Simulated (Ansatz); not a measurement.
CH₅BS₂, SMILES CB(S)S, vertical spin-state energies

With the Ansatz DFT code, driven from Python.

At the Python prompt:
```pycon
>>> import ansatz as az
>>> from ase import Atoms
>>> atoms = Atoms(["C", "B", "S", "S", "H", "H", "H", "H", "H"], positions=[
...     [0.1656, 0.7319, -0.869],
...     [-0.0566, -0.2758, 0.2966],
...     [1.2611, -1.5451, 0.607],
...     [-1.5223, -0.2407, 1.3714],
...     [1.0301, 1.3779, -0.7222],
...     [0.2157, 0.2524, -1.8461],
...     [-0.7399, 1.4483, -0.9212],
...     [0.7369, -2.4541, -0.2637],
...     [-1.002, 0.6589, 2.3302],
... ])
>>> system = az.Crystal.molecule_from_ase(atoms)
>>> calc = (
...     system.calculation()
...     .basis(gaussian="def2-SVP")
...     .functional("r2scan0")
...     .scf(lower_state_search="off")
... )
>>> found = {}
>>> for unpaired in [0, 2, 4]:
...     rep = calc.spin("collinear", total=unpaired).run().report
...     s = unpaired / 2
...     found[unpaired] = rep["free_energy_ev"]
...     print(f"2S+1 = {unpaired + 1}: E = {found[unpaired]:.5f} eV, <S^2> = {abs(rep['mean_field']['state']['spin_squared']):.3f} (pure state {s * (s + 1):.2f})")
...
2S+1 = 1: E = -23455.17266 eV, <S^2> = 0.000 (pure state 0.00)
2S+1 = 3: E = -23452.46065 eV, <S^2> = 2.015 (pure state 2.00)
2S+1 = 5: E = -23447.19384 eV, <S^2> = 6.017 (pure state 6.00)
>>> lowest = min(found, key=found.get)
>>> for unpaired, e in found.items():
...     print(f"multiplicity {unpaired + 1}: {23.060548 * (e - found[lowest]):.1f} kcal/mol above the lowest")
...
multiplicity 1: 0.0 kcal/mol above the lowest
multiplicity 3: 62.5 kcal/mol above the lowest
multiplicity 5: 184.0 kcal/mol above the lowest
```

In order: multiplicity 1 (+0.00 eV), multiplicity 3 (+2.71 eV) and multiplicity 5 (+7.98 eV), all at the one geometry.

What to keep in mind:
- The settings weren't tested for convergence.
- The geometry is a force-field or estimated start, not a minimum of this method, and the basis set is short of its limit. All parts are taken at fixed geometry, without zero-point energy.
- Wall time of the script: 9.7 s on 1 thread of Intel(R) Xeon(R) 6975P-C (Granite Rapids) (shared host), peak memory 0.25 GiB.

(Lines on the test bed's own set-up are left out of the output.)
